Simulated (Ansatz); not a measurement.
# GdSe, space group Fm-3m: a scan of the Hubbard U

Program: the Ansatz DFT code, driven from Python.

`gdse.cif`
```cif
data_GdSe
_cell_length_a 4.080713
_cell_length_b 4.080713
_cell_length_c 4.080713
_cell_angle_alpha 60.00000
_cell_angle_beta 60.00000
_cell_angle_gamma 60.00000
_symmetry_space_group_name_H-M 'P 1'
_symmetry_Int_Tables_number 1
loop_
_symmetry_equiv_pos_as_xyz
'x, y, z'
loop_
_atom_site_label
_atom_site_type_symbol
_atom_site_fract_x
_atom_site_fract_y
_atom_site_fract_z
Gd1 Gd    0.000000    0.000000    0.000000
Se2 Se    0.500000    0.500000    0.500000
```

The cells in order, each with its output:

In [1]:
```python
from dataclasses import dataclass

import ansatz as az
from ase.io import read
import numpy as np


@dataclass(frozen=True)
class Options:
    functional: str = "LDA"
    occupations: str = "fermi_dirac"
```

In [2]:
```python
opts = Options()
```

In [3]:
```python
def count_gap(report):
    # lowest empty less highest filled band, counting bands; zero where they overlap
    return max(report.get("gap_by_band_count_ev") or 0.0, 0.0)

atoms = read("gdse.cif")
system = az.Crystal.from_ase(atoms).moments(Gd=4.9)
```

In [4]:
```python
system.resolved().sites[-1]
```
Out [4]:
```text
Site(symbol='Se', position=(0.5000000000000001, 0.5, 0.5), moment=None, axis=None, held=None, saved=None)
```

In [5]:
```python
setup = system.calculation()
setup = setup.functional(opts.functional).basis(38 * az.Ry)
setup = setup.kpoints(10)
setup = setup.occupations(opts.occupations).spin("collinear")
setup = setup.band_table()
rows = []
for u in [1.0, 3.0, 5.0, 7.0]:
    report = setup.hubbard("Gd", "f", u_eff=u).run(threads=1, backend="cpu").report
    shell = report["hubbard"]["n_scf"]
    rows.append((u, count_gap(report), sum(shell) / len(shell), max(abs(m) for m in report["site_moments_mub"]), report["n_iterations"]))
for row in rows:
    print("; ".join(f"{name} = {round(v, 4) if isinstance(v, float) else v}" for name, v in zip(["U_eff eV", "gap by band count eV", "Gd f occupation (projector)", "largest moment muB", "iterations"], row)))
```
```text
DeckWarning: where an SCF of this run starts from atoms to list the orders of its open shells, Gd (site 0, from 0) starts with 6.64 μB on its 4f shell, in the place of the 4.90 μB that the deck gives [...]
U_eff eV = 1.0; gap by band count eV = 0.0; Gd f occupation (projector) = 7.2148; largest moment muB = 6.8066; iterations = 12
U_eff eV = 3.0; gap by band count eV = 0.0; Gd f occupation (projector) = 7.0986; largest moment muB = 6.9619; iterations = 11
U_eff eV = 5.0; gap by band count eV = 0.0; Gd f occupation (projector) = 7.0431; largest moment muB = 7.0418; iterations = 12
U_eff eV = 7.0; gap by band count eV = 0.0; Gd f occupation (projector) = 7.0245; largest moment muB = 7.0701; iterations = 11
```

From U = 1 to 7 eV the largest site moment goes from 6.81 to 7.07 μB.

Open f shells: with a Hubbard U, without spin-orbit coupling; the state reached hangs on the start and needn't be the lowest. A gap by band count of zero or less means overlapping bands, a metal. The structure is a deposited one; some such entries were measured under pressure or heat, so a shift against it needn't be the functional's error alone. Levels are Kohn-Sham eigenvalues on this mesh, without spin-orbit coupling. Warnings are shown shortened and without file and line. Shell occupations and the effect of U depend on the projectors; a run with no .spin step is spin-unpolarised, and each U may end in a state that isn't the lowest. Hardware and time: 65 s on 1 thread of Arm Neoverse V2, on a shared host, peak memory 0.64 GiB.
